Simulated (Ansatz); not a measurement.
# GeNH₄ (quartet): the correlation ladder at distance Ge1–H5 along a hydrogen transfer = 1.873 Å, cc-pVDZ

The task here is to estimate one member of a computed series from the others.

Method: cc-pVDZ, core rule «outside noble gas», up to 15 orbitals frozen; program: Ansatz 0.2.0, Gaussian basis.

Plan: UHF; CCSD(T) on ROHF; CCSD(T) on UHF; BCCD(T) on ROHF; CISD; CCSDT(Q) on ROHF; CCSDT(Q) on UHF; CASSCF and MRCISD+Q, 5 electrons in 5 orbitals; CASSCF and NEVPT2, 5 electrons in 5 orbitals.

10 further runs of the same task are left out: 2 for a mislabelled method, 8 that didn't finish.

## The geometry

The geometry derives from fragments relaxed apart (PBE0/def2-TZVP) and kept rigid, so it is no stationary point. A hydrogen atom is moved between rigid fragments. No spin-orbit coupling is included. The filled d shell of Ge may be among the frozen orbitals whatever the setting's name suggests; the logs give the count.

6 atoms, charge 0, spin multiplicity 4.

Atoms are counted from 1 here; the program's logs count them from 0.

Bond lengths: Ge1–H2 1.534 Å, Ge1–H3 1.534 Å, Ge1–H4 1.534 Å, Ge1–H5 1.873 Å, H5–N6 1.096 Å. Angles: H2–Ge1–H3 109.5°, H2–Ge1–H4 109.5°, H2–Ge1–H5 109.5°, H3–Ge1–H4 109.5°, H3–Ge1–H5 109.5°, H4–Ge1–H5 109.5°, Ge1–H5–N6 180.0°.

Set-up of the first run:

The input, in.yaml:

```yaml
crystal:
  periodic: [false, false, false]
  atoms:
    - {symbol: Ge, position_ang: [-0.462373, 0.000000, 0.000000]}
    - {symbol: H, position_ang: [-0.973823, 1.446599, 0.000000]}
    - {symbol: H, position_ang: [-0.973822, -0.723300, 1.252792]}
    - {symbol: H, position_ang: [-0.973823, -0.723299, -1.252792]}
    - {symbol: H, position_ang: [1.410627, 0.000000, 0.000000]}
    - {symbol: N, position_ang: [2.506627, 0.000000, 0.000000]}
basis:
  gaussian: {orbitals: cc-pVDZ}
magnetization: {spin_polarized: true, initial_magnetization: 3}
hamiltonian: {xc: hf}
output: {orbitals: {seedname: orbitals}}
```

Run with:

```bash
> ansatz run in.yaml --threads 1 --pin off --events-out ev --progress --plain --max-ram 2393MiB
```

Steps of the session up to this table: UHF; CCSD(T) on ROHF; CCSD(T) on UHF; BCCD(T) on ROHF; CISD; CCSDT(Q) on ROHF; CCSDT(Q) on UHF; CASSCF and MRCISD+Q, 5 electrons in 5 orbitals; CASSCF and NEVPT2, 5 electrons in 5 orbitals.

One of the session's tables, all rows but one given; the rest of the session is left out.

It belongs to the step «Misses and costs». 

| method | from UCCSDT(Q) (meV) |
| --- | --- |
| ROHF | +7261.2 |
| UHF | +6924.3 |
| RMP2 | ? |
| UMP2 | +1400.1 |
| CISD | +714.4 |
| RCCSD | +169.6 |
| UCCSD | +160.8 |
| RCCSD(T) | +37.2 |
| UCCSD(T) | +33.1 |
| BCCD(T) | +37.0 |
| RCCSDT | +10.5 |
| UCCSDT | +6.0 |
| RCCSDT(Q) | +4.5 |
| UCCSDT(Q) | 0 |

Estimate the missing values for RMP2.

The run gave: from UCCSDT(Q) (meV): +1381.9. In the column «from UCCSDT(Q) (meV)» it lies between CISD (+714.4) and UMP2 (+1400.1).

Left out of the table: CASSCF pair, NEVPT2 pair, MRCISD pair, MRCISD+Q pair (the active space lost an orbital or holds another state than full CI finds).

To keep in mind: Restricted and unrestricted rows rest on different reference determinants; where their highest levels disagree by more than a few hundredths of an eV, they describe different states and don't form one ladder. Warnings in the runs' records: passed over end.
